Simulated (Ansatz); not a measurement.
# Ag3F (I4/mmm) in Ansatz: a series of runs

Runs on Ag3F. Level: PBE. Tasks: relaxation of the atoms.

All numbers are computed with Ansatz 0.2.0; they aren't measurements. Logs are shortened: lines on timing, memory, paths and dates and some standing lists are left out, and cuts for length are marked.

**1. The cell of the first run**

Symmetry: I4/mmm, No. 139, tetragonal system. The conventional cell has a = 4.548 Å, b = 4.548 Å, c = 6.304 Å, α = 90.00°, β = 90.00°, γ = 90.00°. Ag (site symmetry -4m2) has 6 Ag at 2.77 to 3.15 Å and 4 F at 2.77 Å as nearest neighbours. Around Ag (site symmetry 4/mmm) lie 8 Ag at 2.77 Å and 2 F at 3.15 Å. Around F (site symmetry 4/mmm) lie 10 Ag at 2.77 to 3.15 Å.

The cell was built by a generator and needn't be a form met in nature.

**2. Relaxation of the atoms, PBE (strained by -2 %)**

input.yaml

```yaml
crystal:
  lattice:
    - [0.0, 3.21609, 3.1517682]
    - [3.21609, 0.0, 3.1517682]
    - [3.21609, 3.21609, 0.0]
  atoms:
    - { symbol: Ag, position: [0.25, 0.25, 0.25] }
    - { symbol: Ag, position: [0.75, 0.75, 0.75] }
    - { symbol: Ag, position: [0.5, 0.5, 0.5] }
    - { symbol: F, position: [0.0, 0.0, 0.0] }
hamiltonian:
  xc: pbe
  pseudopotentials: { kind: paw }
kpoints:
  mp_grid: { grid: [5, 5, 5] }
scf:
  occupations: { method: fermi_dirac, width: 0.05 }
output:
  forces: true
  stress: true
  eigenvalues: true
relax:
  f_tol: 0.01
  max_steps: 40
```

Potentials or basis: Ansatz PAW.

The run is started by

```
$ ansatz run input.yaml --threads 2 --pin off --max-ram 5632MiB --backend cpu --events-out ev --progress --plain --runs-dir out
```

The program printed:

```text
Warning: output.stress: scf.convergence.dr2_threshold = 1e-7 eV (the SCF's general default) is looser than the 4e-10 eV advised for a printed stress (1e-10 eV for each atom of the cell: 4). What an SCF threshold leaves in a stress goes as its square root, and in the free energy as the threshold itself, and one threshold admits the most on a small cell: of the crystals measured, under no hybrid functional and no lock of the moments, on runs that ended without the residual-converged pass, on stresses that held no estimate of that error, the worst erred by over 100 MPa in a component at 1e-7 eV an atom and by under 5 at 1e-10. Every solve of this run answers to scf.convergence.dr2_threshold, and the tensor of one is reported: a single SCF on the reported geometry and on this run's grids (its basis.xc_grid and basis.ecutrho_ratio typed), with scf.convergence.dr2_threshold at 4e-10 eV or tighter, prints it and tightens no other solve. Else set scf.convergence.dr2_threshold to 4e-10 eV or tighter. The threshold is an SCF's pass mark: one that does not reach it within its budget of iterations ends unconverged, or closes short of it on a stop that the run arms, and scf.convergence.dr2_threshold's page says what that costs each kind of run
Warning: RAYON_NUM_THREADS=2 ignored (pool sized by the plan → 2); use --threads N
Engine: ansatz 0.2.0, aarch64-unknown-linux-gnu
Pseudopotentials: kind: paw
Pseudopotential: Ag, paw, valence charge 19, recommended cutoff 420 eV (normal), Ag.paw.azcp
Pseudopotential: F, paw, valence charge 7, recommended cutoff 420 eV (normal), F.paw.azcp
Functional definition: PBE
  parameter kappa = 0.804
  parameter beta = 0.06672455060314922
  exchange = pbe_x(kappa = kappa, mu = beta*pi^2/3)
  correlation = pbe_c(beta = beta)
Crystal: 4 atoms, lattice volume = 65.199 Å³
Basis set: ecut = 420 eV, 1259 PW (Γ), exchange–correlation on 64×64×64 points (8 copies of the dense FFT grid, shifted against one another)
Bands: 39, of which v1, the nominal top of the filled ones, is band 32 counted from 1 (31 counted from 0)
Symmetry: 16 space group operations
Space group: I4/mmm (ITA 139), of the structure as read, at distance tolerance 4.0e-5 Å
k-points: 18 of 125
Non-local potential: Ag, projectors of the file, l = 0: 3, l = 1: 2, l = 2: 2, l = 3: 1
Non-local potential: F, projectors of the file, l = 0: 2, l = 1: 2, l = 2: 1
PAW form: soft (Blöchl's): semilocal exchange-correlation on the pseudo side does not see the compensation charge
PAW one-centre angular grid: Ag, 590 points (default); XC on 64 Gauss nodes
PAW one-centre angular grid: F, 110 points (default); XC on 64 Gauss nodes
Initial density: superposition of atomic densities (neutral atoms: chi_scale 0, normalization atom), corrected by the library's trained network
Initial wavefunctions: pseudopotential atomic-orbital guess
Functional: x = pbe(κ = 0.804, μ = 0.2195149727645171), c = pbe(β = 0.06672455060314922)
SCF iter   1: F=—  HF=-23578.323583 eV  |F-HF|=—  |Δ(HF+E_count)|=         —  Δρ=3.64e-3  dr2=7.75e-3  ethr=1.77e-3  ⟨swp⟩=5.8  Hψ=2390  notcnv=0  defer=4
preconditioner: auto → Kerker (q_TF=auto, 2.720 Å⁻¹)  [metal: Δε(μ)=0.043 eV  Ē_g=11.476 eV  σ=0.050 eV  W_gap=0.21  n_scr=14 (ndim 8)  ℏωp=29.1 eV  f_vac=0.000  D(μ)=2.41/eV (n_scr^D=14)]
SCF iter   2: F=—  HF=-23578.324001 eV  |F-HF|=—  |Δ(HF+E_count)|=   4.18e-4  Δρ=1.66e-3  dr2=1.69e-3  ethr=1.21e-5  ⟨swp⟩=2.1  Hψ=1157  notcnv=0  defer=10
SCF iter   3: F=—  HF=-23578.324019 eV  |F-HF|=—  |Δ(HF+E_count)|=   1.81e-5  Δρ=4.59e-4  dr2=1.14e-4  ethr=2.65e-6  ⟨swp⟩=2.2  Hψ=914  notcnv=0  defer=10
SCF iter   4: F=—  HF=-23578.324057 eV  |F-HF|=—  |Δ(HF+E_count)|=   3.85e-5  Δρ=1.02e-4  dr2=5.71e-6  ethr=1.77e-7  ⟨swp⟩=2.0  Hψ=981  notcnv=0  defer=10
SCF iter   5: F=—  HF=-23578.324048 eV  |F-HF|=—  |Δ(HF+E_count)|=   9.28e-6  Δρ=2.75e-5  dr2=3.45e-7  ethr=8.92e-9  ⟨swp⟩=2.0  Hψ=1010  notcnv=0  defer=10
SCF iter   6: F=-23578.324048 eV  HF=-23578.324048 eV  |F-HF|=2.30e-8  |Δ(HF+E_count)|=   7.78e-8  Δρ=8.97e-6  dr2=4.76e-8  ethr=1.56e-10  ⟨swp⟩=7.7  Hψ=2618  notcnv=0
SCF 1 converged in 6 iterations: F = -23578.324048 eV  dr2 = 4.76e-8
relax step   1: F+E_penalty+E_count = -23578.32404810 eV  Δ(F+E_penalty+E_count) = +0.000e0 eV  max|allowed force component| = 1.388e-17 eV/Å  Δτ_max = 0.0000 Å  (6 SCF iters, accepted)
SCF converged after 6 iterations
Free energy (F): -23578.324048 eV
Harris-Foulkes:  -23578.324048 eV  (|F-HF|=2.30e-8)
Internal energy: -23578.306441 eV  (E = F + TS)
E sigma→0 (E₀):  -23578.315245 eV
Entropy (-TS):   -0.017607 eV (-4.402 meV/atom)
Fermi energy:    13.586004 eV
--- Per-component energies (eV) ---
  E_band       = -865.720391
  E_kinetic    = 1787.331442
  E_local      = -7725.855354  (includes V_loc(G=0)·N_el)
  E_nonlocal   = 316.334238
  E_hartree    = 3432.341819
  E_xc         = -632.112670
  E_vxc        = -803.766632  (∫ρ·V_xc dr)
  E_paw        = -11908.680002  (= ΣΔE_a)
  E_vpaw       = -1304.461605  (= ΣTr[D̂ρ^β])
  E_aug_tail   = 0.002903  (compensation charges beyond the density's cutoff)
  E_ewald      = -8847.668817
  E_smearing   = -0.017607  (= −TS)
  E_closure    = -0.000000  (closes the sum)
  Σ components = -23578.324048   (vs F -23578.324048, Δ=0.00e0)
--- Forces (eV/Å), atoms counted from 1 ---
  atom   1  Ag     0.00000000    -0.00000000     0.00000000
  atom   2  Ag    -0.00000000     0.00000000     0.00000000
  atom   3  Ag     0.00000000    -0.00000000     0.00000000
  atom   4  F      0.00000000     0.00000000     0.00000000
  max |Σ_I F_I| component: 1.07e-28 eV/Å
--- Stress (GPa, compression-positive) ---
        1.523880       0.000000       0.000000
        0.000000       1.523880       0.000000
        0.000000       0.000000       1.529379
  P = ⅓ Tr σ = 1.5257 GPa (15.257 kbar)
--- Band table (eV; the first three rows and the last of 18) ---
  k-point 0: bands = ["-78.1836", "-77.8978", "-77.8950", "-41.6857", "-41.6857", "-41.6765", "-41.4067", "-41.3982", "-41.3982", "-41.3712", "-41.3693", "-41.3693", "-8.6813", "8.0074", "8.1415", "8.1665", "8.1918", "8.1918", "8.2177", "8.7086", "8.7552", "8.7552", "10.3694", "10.4200", "10.6272", "10.6374", "10.6374", "10.6516", "10.6809", "10.7535", "10.7535", "10.7961", "19.9247", "20.0620", "20.0620", "20.7586", "21.3313", "21.3313", "21.6090"]
  k-point 1: bands = ["-78.1834", "-77.8977", "-77.8953", "-41.6870", "-41.6857", "-41.6771", "-41.4023", "-41.3954", "-41.3933", "-41.3771", "-41.3724", "-41.3708", "-8.6755", "7.6829", "8.0145", "8.0213", "8.4813", "8.5019", "8.5729", "8.8192", "8.8205", "9.4334", "9.9100", "10.2155", "10.2244", "10.3273", "10.3484", "10.5622", "10.5965", "11.0556", "11.0749", "11.1072", "16.8300", "19.3592", "19.4318", "20.8049", "21.9437", "22.0352", "23.3030"]
  k-point 2: bands = ["-78.1831", "-77.8972", "-77.8962", "-41.6891", "-41.6859", "-41.6774", "-41.3948", "-41.3900", "-41.3880", "-41.3853", "-41.3768", "-41.3742", "-8.6662", "7.7611", "8.0893", "8.0936", "8.4643", "8.5019", "8.5225", "9.3055", "9.3206", "9.7018", "9.8136", "9.8199", "10.1393", "10.1902", "10.3582", "10.3989", "10.3990", "11.2411", "11.2587", "11.3500", "13.9886", "18.6803", "18.8465", "20.6770", "22.3884", "22.5139", "23.2706"]
  k-point 17: bands = ["-78.1828", "-77.8969", "-77.8967", "-41.6930", "-41.6915", "-41.6705", "-41.4087", "-41.3841", "-41.3811", "-41.3793", "-41.3776", "-41.3760", "-8.6608", "7.9688", "7.9926", "8.4820", "8.4824", "8.6483", "8.7391", "9.1062", "9.2185", "9.2398", "9.7592", "9.9304", "9.9747", "10.0302", "10.3135", "10.5343", "10.6052", "10.8957", "10.9115", "13.6365", "14.4365", "14.8347", "17.0176", "19.0905", "23.3941", "25.6033", "25.6463"]
--- Relaxed structure (1 steps of the walk, 1 accepted, 0 SCFs on fresh bases) ---
  F+E_penalty+E_count = -23578.32404810 eV   max|allowed force component| = 1.388e-17 eV/Å
  atoms:
    - { symbol: Ag, position: [0.25, 0.25, 0.25] }
    - { symbol: Ag, position: [0.75, 0.75, 0.7500000000000002] }
    - { symbol: Ag, position: [0.5, 0.5, 0.5] }
    - { symbol: F, position: [0.0, 0.0, 0.0] }
```

Wall time 1.2 s (2 threads of Arm Neoverse V2, shared host); peak memory 0.34 GiB.

What came out:

```yaml
Free_energy: -23578.3240 eV
Pressure_after_relaxing: 1.5 GPa
Band_gap_on_the_k_mesh: none (metal or under the smearing width)
```

Final structure:
```
Ag F
1.0
     0.00000    3.21609    3.15177
     3.21609    0.00000    3.15177
     3.21609    3.21609    0.00000
Ag F
3 1
Direct
  0.25000 0.25000 0.25000
  0.75000 0.75000 0.75000
  0.50000 0.50000 0.50000
  0.00000 0.00000 0.00000
```

Caveat: the relaxation stopped at its first step, so nothing moved; the thresholds are loose for stress.

**3. Relaxation of the atoms, PBE (strained by -1 %)**

Edit input.yaml of step 2 so:

```diff
@@ -2,4 +2,4 @@
   lattice:
-    - [0.0, 3.21609, 3.1517682]
-    - [3.21609, 0.0, 3.1517682]
+    - [0.0, 3.21609, 3.1839291]
+    - [3.21609, 0.0, 3.1839291]
     - [3.21609, 3.21609, 0.0]
```

Potentials or basis: Ansatz PAW.

The run is started by

```
$ ansatz run input.yaml --threads 2 --pin off --max-ram 5632MiB --backend cpu --events-out ev --progress --plain --runs-dir out
```

The program printed:

```text
Warning: output.stress: scf.convergence.dr2_threshold = 1e-7 eV (the SCF's general default) is looser than the 4e-10 eV advised for a printed stress (1e-10 eV for each atom of the cell: 4). What an SCF threshold leaves in a stress goes as its square root, and in the free energy as the threshold itself, and one threshold admits the most on a small cell: of the crystals measured, under no hybrid functional and no lock of the moments, on runs that ended without the residual-converged pass, on stresses that held no estimate of that error, the worst erred by over 100 MPa in a component at 1e-7 eV an atom and by under 5 at 1e-10. Every solve of this run answers to scf.convergence.dr2_threshold, and the tensor of one is reported: a single SCF on the reported geometry and on this run's grids (its basis.xc_grid and basis.ecutrho_ratio typed), with scf.convergence.dr2_threshold at 4e-10 eV or tighter, prints it and tightens no other solve. Else set scf.convergence.dr2_threshold to 4e-10 eV or tighter. The threshold is an SCF's pass mark: one that does not reach it within its budget of iterations ends unconverged, or closes short of it on a stop that the run arms, and scf.convergence.dr2_threshold's page says what that costs each kind of run
Warning: RAYON_NUM_THREADS=2 ignored (pool sized by the plan → 2); use --threads N
Engine: ansatz 0.2.0, aarch64-unknown-linux-gnu
Pseudopotentials: kind: paw
Pseudopotential: Ag, paw, valence charge 19, recommended cutoff 420 eV (normal), Ag.paw.azcp
Pseudopotential: F, paw, valence charge 7, recommended cutoff 420 eV (normal), F.paw.azcp
Functional definition: PBE
  parameter kappa = 0.804
  parameter beta = 0.06672455060314922
  exchange = pbe_x(kappa = kappa, mu = beta*pi^2/3)
  correlation = pbe_c(beta = beta)
Crystal: 4 atoms, lattice volume = 65.864 Å³
Basis set: ecut = 420 eV, 1275 PW (Γ), exchange–correlation on 64×64×64 points (8 copies of the dense FFT grid, shifted against one another)
Bands: 39, of which v1, the nominal top of the filled ones, is band 32 counted from 1 (31 counted from 0)
Symmetry: 16 space group operations
Space group: I4/mmm (ITA 139), of the structure as read, at distance tolerance 4.0e-5 Å
k-points: 18 of 125
Non-local potential: Ag, projectors of the file, l = 0: 3, l = 1: 2, l = 2: 2, l = 3: 1
Non-local potential: F, projectors of the file, l = 0: 2, l = 1: 2, l = 2: 1
PAW form: soft (Blöchl's): semilocal exchange-correlation on the pseudo side does not see the compensation charge
PAW one-centre angular grid: Ag, 590 points (default); XC on 64 Gauss nodes
[... 23 lines left out ...]
  E_band       = -876.718305
  E_kinetic    = 1786.897806
  E_local      = -7774.339606  (includes V_loc(G=0)·N_el)
  E_nonlocal   = 316.434865
  E_hartree    = 3451.136917
  E_xc         = -631.868639
  E_vxc        = -803.423650  (∫ρ·V_xc dr)
  E_paw        = -11908.742966  (= ΣΔE_a)
  E_vpaw       = -1304.567239  (= ΣTr[D̂ρ^β])
  E_aug_tail   = 0.002914  (compensation charges beyond the density's cutoff)
  E_ewald      = -8817.831803
  E_smearing   = -0.018022  (= −TS)
  E_closure    = 0.000000  (closes the sum)
  Σ components = -23578.328533   (vs F -23578.328533, Δ=0.00e0)
--- Forces (eV/Å), atoms counted from 1 ---
  atom   1  Ag    -0.00000000    -0.00000000     0.00000000
  atom   2  Ag     0.00000000     0.00000000    -0.00000000
  atom   3  Ag    -0.00000000    -0.00000000     0.00000000
  atom   4  F      0.00000000    -0.00000000    -0.00000000
  max |Σ_I F_I| component: 1.39e-17 eV/Å
--- Stress (GPa, compression-positive) ---
        0.689838      -0.000000      -0.000000
       -0.000000       0.689838       0.000000
        0.000000       0.000000       0.680718
  P = ⅓ Tr σ = 0.6868 GPa (6.868 kbar)
--- Band table (eV; the first three rows and the last of 18) ---
  k-point 0: bands = ["-78.3616", "-78.0751", "-78.0724", "-41.8611", "-41.8611", "-41.8566", "-41.5804", "-41.5763", "-41.5763", "-41.5489", "-41.5479", "-41.5479", "-8.8302", "7.8685", "7.9974", "8.0066", "8.0560", "8.0560", "8.0688", "8.5619", "8.5845", "8.5845", "10.1931", "10.2176", "10.4478", "10.4482", "10.4482", "10.4552", "10.4740", "10.5855", "10.5855", "10.6064", "19.7402", "19.8086", "19.8086", "20.4756", "21.1267", "21.1267", "21.2642"]
  k-point 1: bands = ["-78.3614", "-78.0749", "-78.0727", "-41.8623", "-41.8612", "-41.8571", "-41.5766", "-41.5736", "-41.5713", "-41.5549", "-41.5504", "-41.5495", "-8.8246", "7.5469", "7.8756", "7.8789", "8.3348", "8.3443", "8.4126", "8.6599", "8.6611", "9.2697", "9.7373", "10.0380", "10.0420", "10.1449", "10.1552", "10.3830", "10.3999", "10.8703", "10.8796", "10.9193", "16.6102", "19.1483", "19.1835", "20.5391", "21.7131", "21.7564", "23.0220"]
  k-point 2: bands = ["-78.3611", "-78.0744", "-78.0735", "-41.8642", "-41.8621", "-41.8566", "-41.5702", "-41.5681", "-41.5658", "-41.5627", "-41.5546", "-41.5532", "-8.8157", "7.6268", "7.9505", "7.9525", "8.3166", "8.3348", "8.3657", "9.1445", "9.1519", "9.5305", "9.6405", "9.6437", "9.9740", "9.9992", "10.1858", "10.2062", "10.2069", "11.0511", "11.0595", "11.1738", "13.7808", "18.4965", "18.5788", "20.4090", "22.1585", "22.2169", "23.0033"]
  k-point 17: bands = ["-78.3609", "-78.0743", "-78.0739", "-41.8679", "-41.8665", "-41.8508", "-41.5828", "-41.5627", "-41.5602", "-41.5574", "-41.5551", "-41.5542", "-8.8106", "7.8187", "7.8572", "8.3047", "8.3084", "8.5083", "8.5667", "8.9576", "9.0363", "9.1004", "9.5924", "9.7720", "9.8157", "9.8493", "10.1468", "10.3388", "10.4294", "10.7047", "10.7071", "13.4157", "14.1522", "14.6572", "16.8448", "18.9171", "23.1896", "25.3569", "25.3774"]
--- Relaxed structure (1 steps of the walk, 1 accepted, 0 SCFs on fresh bases) ---
  F+E_penalty+E_count = -23578.32853289 eV   max|allowed force component| = 4.163e-17 eV/Å
  atoms:
    - { symbol: Ag, position: [0.25000000000000006, 0.25000000000000006, 0.24999999999999994] }
    - { symbol: Ag, position: [0.7500000000000001, 0.7500000000000001, 0.7500000000000001] }
    - { symbol: Ag, position: [0.5000000000000001, 0.5000000000000001, 0.4999999999999999] }
    - { symbol: F, position: [0.0, 0.0, 0.0] }
```

Run time: 1.2 s. Hardware: 2 threads of Arm Neoverse V2, shared host; peak memory 0.34 GiB.

What came out:

```
Free energy             : -23578.3285 eV
Pressure after relaxing : 0.7 GPa
Band gap on the k mesh  : none (metal or under the smearing width)
```

Final structure:
```
Ag F
1.0
     0.00000    3.21609    3.18393
     3.21609    0.00000    3.18393
     3.21609    3.21609    0.00000
Ag F
3 1
Cartesian
  1.6080 1.6080 1.5920
  4.8241 4.8241 4.7759
  3.2161 3.2161 3.1839
  0.0000 0.0000 0.0000
```

Caveat: the relaxation stopped at its first step, so nothing moved; the thresholds are loose for stress.

(Continued in part 2 of 2.)
